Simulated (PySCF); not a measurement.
# ReF2: one geometry, several methods

Aim: at the PBE0 minimum of broken-symmetry (Ms = 1/2) ReF2, found before, compare methods on energies and levels.

Method: several methods, basis Re def2-TZVP with ECP60, F def2-TZVP, scalar-relativistic core potentials, no spin–orbit coupling, density fitting; program: PySCF 2.14.0.

**1. The starting structure**

3 atoms, charge 0, spin multiplicity 2.

Bond lengths: Re1–F2 1.820 Å, Re1–F3 1.820 Å. Angles: F2–Re1–F3 180.0°.

```xyz
3
charge 0 multiplicity 2
Re    0.0000    0.0000    0.0000
F     0.0000    0.0000    1.8197
F     0.0000    0.0000   -1.8197
```

**2. PBE0**

The steps are one call of a driver around PySCF; scf.py gives each level's set-up. Each SCF starts from the density of the minimum. The driver also runs the species with one electron less or more at the same geometry (one less: multiplicity 3, one more: multiplicity 3); their logs are not shown.

scf.py reads:

```python
from pyscf import gto, scf, dft
mol = gto.M(atom='''
Re     0.000000    -0.000000     0.000000
F      0.000000     0.000000     1.819671
F      0.000000    -0.000000    -1.819671''',
    basis={'Re': 'def2-TZVP', 'F': 'def2-TZVP'},
    ecp={'Re': 'def2-TZVP'},
    charge=0, spin=1)
mf = dft.UKS(mol, xc='PBE0')
mf.grids.atom_grid = (75, 302)
aux = {'Re': 'def2-universal-JKFIT', 'F': 'def2-universal-JKFIT'}
mf = mf.density_fit(auxbasis=aux)
mf.kernel()
```

**3. HF**

scf.py: that of step 2 with these lines changed.

```diff
@@ -9,2 +9 @@
-mf = dft.UKS(mol, xc='PBE0')
-mf.grids.atom_grid = (75, 302)
+mf = scf.UHF(mol)
```

**4. PBE**

scf.py: that of step 3 with these lines changed.

```diff
@@ -9 +9,2 @@
-mf = scf.UHF(mol)
+mf = dft.UKS(mol, xc='PBE')
+mf.grids.atom_grid = (75, 302)
```

(Steps that only read results are left out.)

**Question.** What will these runs give? Wanted: atomisation energy, range; vertical ionisation energy, range; orbital gap, range.

As calculated:

| quantity | value |
| --- | --- |
| atomisation energy, range | 390 (HF) to 951 (PBE) kJ/mol |
| vertical ionisation energy, range | 8.35 (HF) to 9.13 (PBE0) eV |
| orbital gap, range | 0.89 (PBE) to 10.56 (HF) eV |

**Reading.** The atomisation energy spreads over 561 kJ/mol, from HF to PBE; without a CCSD(T) value for it there is no yardstick here. Spin contamination is strong in at least one of the open-shell species at PBE0, HF, PBE. Without diffuse functions electron affinities tend to come out too low. The determinant is spin-contaminated (⟨S²⟩ = 1.71, pure value 0.75). Open d and f shells are described by one determinant, and the ground state may have another occupation or spin. Spin–orbit coupling, left out here, can matter for elements this heavy.
